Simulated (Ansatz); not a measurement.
# CH₈O₂Si₂: one species, many methods

One table from this session's results is given with a row withheld; the runs are named, their logs left out.

Program: Ansatz 0.2.0, Gaussian basis. Level of theory: functionals in def2-TZVPP, the program's frozen cores in correlated methods. These are calculated values, not measurements.

Levels to be run: PBE-D4, r2SCAN-D4, PBE0-D4, B3LYP-D4, ωB97X-V, ωB97M-V, B2PLYP; CCSD(T)/def2-TZVPP; MP2/def2-QZVPP; extrapolation to the limit.

## The relaxed structure

All runs share one geometry, relaxed beforehand with PBE0-D4 in a triple-zeta def2 set.

13 atoms, charge 0, spin multiplicity 1.

Atoms are counted from 1 here; the program's logs count them from 0.

Bond lengths: C1–Si2 1.880 Å, C1–H6 1.092 Å, C1–H7 1.092 Å, C1–H8 1.093 Å, Si2–Si3 2.345 Å, Si2–H9 1.492 Å, Si2–H10 1.491 Å, Si3–O4 1.651 Å, Si3–O5 1.651 Å, Si3–H11 1.487 Å, O4–H12 0.958 Å, O5–H13 0.959 Å. Angles: Si2–C1–H6 110.3°, Si2–C1–H7 110.9°, Si2–C1–H8 111.1°, H6–C1–H7 108.4°, H6–C1–H8 108.2°, H7–C1–H8 107.9°, C1–Si2–Si3 111.1°, C1–Si2–H9 110.1°, C1–Si2–H10 110.1°, Si3–Si2–H9 109.1°, Si3–Si2–H10 109.0°, H9–Si2–H10 107.4°, Si2–Si3–O4 113.2°, Si2–Si3–O5 103.9°, Si2–Si3–H11 114.6°, O4–Si3–O5 112.2°, O4–Si3–H11 102.7°, O5–Si3–H11 110.6° and more.

Set-up of the first run:

Input file in.yaml:

```yaml
crystal:
  periodic: [false, false, false]
  atoms:
    - {symbol: C, position_ang: [-1.866410, 0.717513, -0.142092]}
    - {symbol: Si, position_ang: [-0.232368, 0.966253, 0.752776]}
    - {symbol: Si, position_ang: [1.366609, -0.591512, 0.035879]}
    - {symbol: O, position_ang: [0.977392, -2.148106, 0.425647]}
    - {symbol: O, position_ang: [1.443338, -0.357973, -1.596866]}
    - {symbol: H, position_ang: [-1.723190, 0.793231, -1.221993]}
    - {symbol: H, position_ang: [-2.595129, 1.471745, 0.162478]}
    - {symbol: H, position_ang: [-2.289577, -0.265517, 0.077549]}
    - {symbol: H, position_ang: [-0.427450, 0.824659, 2.224714]}
    - {symbol: H, position_ang: [0.285172, 2.341529, 0.502167]}
    - {symbol: H, position_ang: [2.710708, -0.428100, 0.650735]}
    - {symbol: H, position_ang: [0.107274, -2.461450, 0.174279]}
    - {symbol: H, position_ang: [2.128931, -0.823472, -2.079973]}
basis:
  gaussian: {orbitals: def2-TZVPP}
hamiltonian: {xc: pbe, dispersion: d4}
output: {forces: true, orbitals: {seedname: orbitals}}
```

Started as:

```
> ansatz run in.yaml --threads 4 --pin off --events-out ev --progress --plain --max-ram 10444MiB
```

Among the steps run: PBE-D4 (GGA); r2SCAN-D4 (meta-GGA); PBE0-D4 (hybrid); B3LYP-D4 (hybrid); ωB97X-V (range-separated); ωB97M-V (range-separated); B2PLYP (double hybrid); CCSD(T) in def2-TZVPP; MP2 in def2-QZVPP.

One of the session's tables, all rows but one given; the rest of the session is left out.

It belongs to the step «Atomisation energies». 

| method | atomisation energy (kcal/mol) |
| --- | --- |
| PBE-D4 | 1122.4 |
| r2SCAN-D4 | 1118.2 |
| PBE0-D4 | 1107.3 |
| B3LYP-D4 | 1114.5 |
| ωB97X-V | 1122.0 |
| ωB97M-V | ? |
| B2PLYP | 1103.7 |
| HF/def2-TZVPP | 823.2 |
| MP2/def2-TZVPP | 1103.6 |
| CCSD/def2-TZVPP | 1077.7 |
| CCSD(T)/def2-TZVPP | 1091.1 |
| MP2/CBS | 1134.6 |
| CCSD(T)/CBS | 1122.1 |

**Question.** Estimate the row for ωB97M-V.

**Answer.** atomisation energy (kcal/mol): 1119.5. In the column «atomisation energy (kcal/mol)» it lies between r2SCAN-D4 (1118.2) and ωB97X-V (1122.0).
